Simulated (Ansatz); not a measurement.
**InH3+ (doublet): from Hartree-Fock to the top rungs, def2-TZVPP**

An exercise on one series of results from a longer session: the logs are not shown, and one member is left open.

Method: def2-TZVPP, core rule «outside noble gas», up to 9 orbitals frozen; program: Ansatz 0.2.0, Gaussian basis.

The runs, in order: UHF; CCSD(T) on ROHF; CCSD(T) on UHF; BCCD(T) on ROHF; CCSDT(Q) on ROHF; CCSDT(Q) on UHF.

24 further runs of the same task are left out: 8 for a known fault of the program, 1 for a mislabelled method, 4 that didn't finish, 11 set aside as unsound or not needed.

## The geometry

The geometry is a PBE0/def2-TZVP stationary point (not a proven minimum). No spin-orbit coupling is included. Elements past krypton take def2 core potentials.

4 atoms, charge 1, spin multiplicity 2.

Atoms are counted from 1 here; the program's logs count them from 0.

Bond lengths: In1–H3 1.669 Å, In1–H4 1.668 Å. Angles: H3–In1–H4 174.7°.

The first run:

File in.yaml:

```yaml
crystal:
  periodic: [false, false, false]
  atoms:
    - {symbol: In, position_ang: [0.000000, -0.018790, 0.000553]}
    - {symbol: H, position_ang: [0.000000, 2.333049, -0.068435]}
    - {symbol: H, position_ang: [0.000000, -0.144290, -1.663229]}
    - {symbol: H, position_ang: [0.000000, -0.048336, 1.668675]}
basis:
  gaussian: {orbitals: def2-TZVPP}
total_charge: 1
magnetization: {spin_polarized: true, initial_magnetization: 1}
hamiltonian: {xc: hf}
output: {orbitals: {seedname: orbitals}}
```

Command:

```console
$ ansatz run in.yaml --threads 1 --pin off --events-out ev --progress --plain --max-ram 2393MiB
```

Steps of the session up to this table: UHF; CCSD(T) on ROHF; CCSD(T) on UHF; BCCD(T) on ROHF; CCSDT(Q) on ROHF; CCSDT(Q) on UHF.

One of the session's tables, all rows but one given; the rest of the session is left out.

It belongs to the step «Misses and costs». 

```
   method  from UCCSDT(Q) (kcal/mol)
     ROHF                     +47.13
      UHF                     +46.90
     RMP2                     +10.95
     UMP2                     +10.86
    RCCSD                      +0.81
    UCCSD                      +0.78
 RCCSD(T)                      +0.23
 UCCSD(T)                      +0.21
  BCCD(T)                      +0.22
   RCCSDT                      +0.03
   UCCSDT                      +0.01
RCCSDT(Q)                          ?
UCCSDT(Q)                          0
```

Q: Estimate the row for RCCSDT(Q) from the others.

As computed: from UCCSDT(Q) (kcal/mol): +0.02. In the column «from UCCSDT(Q) (kcal/mol)» it lies between UCCSDT (+0.01) and RCCSDT (+0.03).

To keep in mind: Restricted and unrestricted rows rest on different reference determinants; where their highest levels disagree by more than a few hundredths of an eV, they describe different states and don't form one ladder.
